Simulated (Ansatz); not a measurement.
Below is the output of a Python script on Ansatz 0.2.0, Python API that makes a ladder of methods at one geometry of H6NOSeSi2, SMILES [NH][SiH](O)[Se][SiH3]. Write a script that gives it. Level of theory (for the species named): PBE, def2-SVP basis, multiplicity 2. The script varies functional: pbe, cam_b3lyp, blyp, pbe0, r2scan0, r2scan.

Contents of `h6nosesi2.xyz`:
```text
11

N    -2.45670    1.33770    0.64770
Si   -0.94730    0.68640   -0.05780
O    -1.32620   -0.28500   -1.42150
Se    0.14040   -0.57090    1.50600
Si    1.88660   -0.90520    0.07680
H    -2.17700    1.92560    1.46430
H    -0.08520    1.80170   -0.47670
H    -1.82220   -1.05700   -1.04920
H     2.91280   -1.72170    0.74170
H     2.46460    0.39200   -0.30480
H     1.41030   -1.60360   -1.12650
```

```console
$ python methods_h6nosesi2.py
functional    E (Ha)        dipole (D)   HOMO (eV)  LUMO (eV)
pbe          -3112.761452     1.261      -6.083     -4.907
cam_b3lyp    -3113.652738     1.405      -8.472     -2.247
blyp         -3113.558044     1.294      -5.852     -4.789
pbe0         -3112.904478     1.356      -7.281     -3.463
r2scan0      -3113.423327     1.381      -7.496     -3.061
r2scan       -3113.457491     1.278      -6.424     -4.332
```

One script that gives this output:

`methods_h6nosesi2.py`:
```python
"""One geometry of H6NOSeSi2, method by method."""

from pathlib import Path
import warnings

import ansatz as az
import numpy as np


def main() -> None:
    warnings.simplefilter("ignore", az.DeckWarning)

    h6nosesi2 = az.Crystal.molecule_from_extxyz("h6nosesi2.xyz")

    job = (
        h6nosesi2.calculation()
        .basis(gaussian="def2-SVP")
        .spin("collinear", total=1)  # spin-polarised run
    )

    print("functional    E (Ha)        dipole (D)   HOMO (eV)  LUMO (eV)")
    for name in ["pbe", "cam_b3lyp", "blyp", "pbe0", "r2scan0", "r2scan"]:
        summary = job.functional(name).forces().orbitals().run(runs_dir="runs").report
        lines = Path(summary["orbitals_path"]).read_text().splitlines()
        field_of = lambda key: [line.split("=")[1].strip() for line in lines if line.startswith(key)]
        orbitals = [(27.211386 * float(e), s, float(n)) for e, s, n in zip(field_of("Ene="), field_of("Spin="), field_of("Occup="))]
        homo = max(e for e, _, n in orbitals if n > 0.5)
        lumo = min(e for e, _, n in orbitals if n < 0.5)
        dipole = 4.803205 * np.linalg.norm(summary["charge_distribution"]["dipole_moment_e_ang"])
        print(f"{name:10s} {summary['free_energy_ev'] / 27.211386246:14.6f} {dipole:9.3f} {homo:11.3f} {lumo:10.3f}")


if __name__ == "__main__":
    main()
```

Caveats:
- Total energies depend on the basis set; only differences at equal settings carry meaning.
- The geometry is a force-field or estimated start, not a minimum of this method, and the basis set is short of its limit. A lower total doesn't mark the better method: functionals have no common bound, and MP2 and coupled cluster aren't variational.
- The run takes the species as open-shell (spin multiplicity 2), which needn't be its ground state.
- Levels such as HOMO and LUMO are orbital energies: with these approximate functionals they aren't the ionisation energy and electron affinity, and their gap isn't the fundamental gap.
- Hardware and time: 2.2 min on 1 thread of Arm Neoverse V1, with other jobs on the host, peak memory 0.65 GiB.
